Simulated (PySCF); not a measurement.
# C2H8AlClO: the cost of one run

Programs: PySCF 2.14.0, with density-fitted response routines of our own. Each step states its level of theory. These are calculated values for one molecule in the gas phase, unless marked as measured. Atoms are numbered from 0 throughout.

## 1. The starting structure

13 atoms, charge 0, multiplicity 1; geometry from: PBE0-D3(BJ)/def2-SVP.

Bonds of the start (Å): C0–O1 1.43, O1–C2 1.43, O1–Al3 1.98, Al3–Cl4 2.16, C0–H5 1.10, C0–H6 1.10, C0–H7 1.10, C2–H8 1.10, C2–H9 1.10, C2–H10 1.10, Al3–H11 1.59, Al3–H12 1.59.

## 2. Core-electron binding energies: SCAN, X2C

The job: settings as JSON, then the geometry in Å.

```
{"job": {"kind": "xps"}, "charge": 0, "multiplicity": 1}
C     -1.027894    -0.867462    -0.902622
O     -0.394849     0.004728     0.030924
C     -0.824813     1.360850    -0.056930
Al     1.532576    -0.297642     0.348073
Cl     2.190976     0.332007    -1.606443
H     -2.115242    -0.844899    -0.738622
H     -0.781828    -0.562871    -1.931569
H     -0.640148    -1.875709    -0.712150
H     -1.914315     1.405042     0.087480
H     -0.317529     1.911076     0.744417
H     -0.544109     1.783639    -1.034347
H      1.547543    -1.871917     0.575178
H      1.807768     0.754908     1.508161
```

Method: delta-SCF UKS SCAN, pcX-2 on the ionised atom, pcseg-1 elsewhere, spin-free X2C.

Started as:

```
> OMP_NUM_THREADS=1 python probes_run.py task.json out
```

This one command runs all jobs of the session in turn.

Q: Estimate the wall time and peak memory of this first job on 1 thread of Arm Neoverse V1, shared host.

About 38 s, with a peak of 0.59 GiB.
